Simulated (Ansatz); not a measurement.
# YbTi3: what a guessed cell relaxes into

Where does this trial cell of YbTi3 go when cell and atoms are let free?

Computed with Ansatz 0.2.0 (DFT PBE, scalar-relativistic, plane waves, PAW, unless a step's input says otherwise).

**1. The system as given**

The structure is cubic, space group Fm-3m (No. 225). The conventional cell has a = 6.944 Å, b = 6.944 Å, c = 6.944 Å, α = 90.00°, β = 90.00°, γ = 90.00°. Around Yb (site symmetry m-3m) lie 8 Ti at 3.01 Å. Ti (site symmetry m-3m) is surrounded by 8 Ti at 3.01 Å. Ti (site symmetry -43m) has 4 Yb at 3.01 Å and 4 Ti at 3.01 Å as nearest neighbours.

Coordinates:

```xyz
4
Lattice="0.0000 3.4721 3.4721 3.4721 0.0000 3.4721 3.4721 3.4721 0.0000" Properties=species:S:1:pos:R:3 pbc="T T T"
Yb    0.0000    0.0000    0.0000
Ti    3.4721    3.4721    3.4721
Ti    5.2082    5.2082    5.2082
Ti    1.7361    1.7361    1.7361
```

Recipe of the guess: species swapped into a database cell of SmMg3 (Fm-3m, No. 225), with Yb on the Sm sites and Ti on the Mg sites. Lengths come from tabulated atomic sizes and are only a guess.

**2. A first look at the guess**

Contents of input.yaml:

```yaml
crystal:
  lattice:
    - [0.0, 3.47211196, 3.47211196]
    - [3.47211196, 0.0, 3.47211196]
    - [3.47211196, 3.47211196, 0.0]
  atoms:
    - { symbol: Yb, position: [0.0, 0.0, 0.0] }
    - { symbol: Ti, position: [0.5, 0.5, 0.5] }
    - { symbol: Ti, position: [0.75, 0.75, 0.75] }
    - { symbol: Ti, position: [0.25, 0.25, 0.25] }
basis:
  ecutwfc: 420
kpoints:
  mp_grid: { grid: [4, 4, 4] }
hamiltonian:
  xc: pbe
scf:
  occupations: { method: gaussian, width: 0.1 }
  lower_state_search: "off"
output:
  forces: true
  stress: true
  eigenvalues: true
```

Started as:

```sh
$ ansatz run input.yaml --threads 1 --pin off --max-ram 2560MiB --backend cpu --events-out ev --progress --plain --runs-dir out
```

Further runs follow: coarse relaxation; spin check on a coarse mesh; relaxation on the finer mesh.

What does the calculation give? Wanted: conventional cell; volume; energy over the elements; gap on the mesh; total moment.

**Answer**, as computed:

| quantity | value |
| --- | --- |
| symmetry at the end (tolerance 0.05 Å) | space group Fm-3m (No. 225) |
| conventional cell | a = 6.868 Å, b = 6.868 Å, c = 6.868 Å, α = 90.00°, β = 90.00°, γ = 90.00° |
| volume | 20.25 Å³/atom |
| energy over the elements | +0.37 eV/atom |
| gap on the mesh | none (metal) |
| total moment | 3.65 μB/cell |

The space group Fm-3m (No. 225) is kept, and the volume per atom shrinks by 3.3 % from the first guess. With a positive formation energy it can't be a ground state. No finished test with a distortion of lower symmetry is shown, so the end may be a saddle point. The runs treat Yb without spin-orbit coupling. Where the f shell of Ce or Yb is open, it has no Hubbard U here, which places its levels poorly. Other magnetic orders were not searched.
